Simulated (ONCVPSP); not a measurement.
# Cu: the cost of one run

Method: ONCVPSP 4.0.1.1 (patched build), LDA (Perdew-Wang 92), scalar-relativistic.

**1. The atom and the settings**

Typed settings, in words:

| Property | Result |
| --- | --- |
| element | copper (Cu, Z = 29) |
| type | optimised norm-conserving Vanderbilt (ONCV) |
| frozen core | [Ne] |
| valence charge | 19 |
| reference configuration | 3s2 3p6 3d10 4s1 |
| partial waves | 3s+4s: rc 1.05 bohr, ncon 3, nbas 6, qcut 14.5 1/bohr, 3 projectors, debl 0.8 Ha; 3p: rc 0.80 bohr, ncon 3, nbas 6, qcut 9.1 1/bohr, 2 projectors, debl 1.2 Ha; 3d: rc 0.90 bohr, ncon 3, nbas 8, qcut 13.8 1/bohr, 2 projectors, debl 1.6 Ha |
| local potential | polynomial inside 0.70 bohr (lpopt 3, dvloc0 0 Ha) |
| core correction | not asked for |

The outer shells as boxes (Hund's rule for the drawing; the calculation is spin-unpolarised):

```
[Ne] core
3s [↑↓]
3p [↑↓][↑↓][↑↓]
3d [↑↓][↑↓][↑↓][↑↓][↑↓]
4s [↑ ]
```

An earlier all-electron run gives the scale for the radii.

All-electron outer shells of the reference configuration (LDA (PZ), scalar-relativistic, ld1.x):

```tsv
shell	level (eV)	outermost node (bohr)	outermost maximum (bohr)
2p	-916.44	–	0.16
3s	-114.15	0.29	0.61
3p	-72.03	0.26	0.62
3d	-5.32	–	0.60
4s	-4.87	0.89	2.24
4p	-0.79	0.98	3.52
```

**2. Generation**

File Cu.dat:

```
# ATOM AND REFERENCE CONFIGURATION
# atsym  z   nc   nv     iexc    psfile
  Cu 29.00    3    4  -001012      upf
#
#   n    l    f
    1    0    2.00
    2    0    2.00
    2    1    6.00
    3    0    2.00
    3    1    6.00
    3    2   10.00
    4    0    1.00
#
# PSEUDOPOTENTIAL AND OPTIMIZATION
# lmax
    2
#
#   l,   rc,      ep,       ncon, nbas, qcut
    0    1.05    0.00    3    6   14.50
    1    0.80    0.00    3    6    9.10
    2    0.90    0.00    3    8   13.80
#
# LOCAL POTENTIAL
# lloc, lpopt,  rc(5),   dvloc0
    4    3    0.70    0.00
#
# VANDERBILT-KLEINMAN-BYLANDER PROJECTORs
# l, nproj, debl
    0    3    0.80
    1    2    1.20
    2    2    1.60
#
# MODEL CORE CHARGE
# icmod, fcfact, rcfact
    0    0.00    0.00
#
# LOG DERIVATIVE ANALYSIS
# epsh1, epsh2, depsh
   -6.00    5.00    0.04
#
# OUTPUT GRID
# rlmax, drl
    6.00    0.01
#
# TEST CONFIGURATIONS
# ncnf
    4
# nvcnf
#   n    l    f
    4
    3    0    2.00
    3    1    6.00
    3    2   10.00
    4    0    0.00
#
    4
    3    0    2.00
    3    1    6.00
    3    2    9.00
    4    0    0.00
#
    4
    3    0    2.00
    3    1    6.00
    3    2    8.00
    4    0    0.00
#
    4
    3    0    2.00
    3    1    6.00
    3    2    9.00
    4    0    1.00
#
```

On the command line:

```sh
$ oncvpsp.x < Cu.dat > Cu.out
```

**Question.** How long does this run take on 1 thread of AMD EPYC 9R45, shared host?

About 2.7 s.
